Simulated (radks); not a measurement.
**Nuclear size and the levels of Nb²⁺**

One table from this session's results is given with a row withheld; the runs are named, their logs left out.

Program: radks (a radial shooting solver on a logarithmic mesh, Libxc functionals) version 1. Level of theory: Dirac Kohn-Sham, BLYP, spin-unpolarised, spherical densities, finite nucleus; open shells fill j = l - 1/2 first. These are calculated values, not measurements, unless marked.

### Starting point

| Property | Result |
| --- | --- |
| element | niobium (Z = 41) |
| charge | +2 |
| electrons | 39 |
| configuration | [Kr] 4d3 |
| nuclear rms radius | 4.324 fm |

The first run:

The run's settings:

```text
Z 41
configuration [Kr] 4d3 5s0 5p0
relativity Dirac
functional b88,lyp
spin unpolarised
j_filling energy
nucleus finite rms 4.324 fm
c 137.035999084
```

Steps of the session up to this table: rms radius 4.324 fm.

One of the session's tables, all rows but one given; the rest of the session is left out.

It belongs to the step «rms radius 4.324 fm». Radial moments (bohr):

| level | <r> | outermost maximum (interpolated) | 90 % within | nodes |
| --- | --- | --- | --- | --- |
| 4s1/2 | 1.154 | 1.03 | 1.68 | 3 |
| 4p1/2 | 1.270 | 1.10 | 1.89 | 2 |
| 4p3/2 | 1.301 | 1.13 | 1.93 | 2 |
| 4d3/2 | 1.861 | 1.44 | 2.94 | 1 |
| 4d5/2 | 1.877 | 1.45 | 2.97 | 1 |
| 5s1/2 | 3.056 | 2.74 | 4.40 | 4 |
| 5p1/2 | ? | ? | ? | ? |
| 5p3/2 | 3.673 | 3.29 | 5.31 | 3 |

Q: Estimate the row for 5p1/2 from the others.

The run gave: <r>: 3.608; outermost maximum (interpolated): 3.22; 90 % within: 5.22; nodes: 3. In the column «<r>» it lies between 5s1/2 (3.056) and 5p3/2 (3.673).
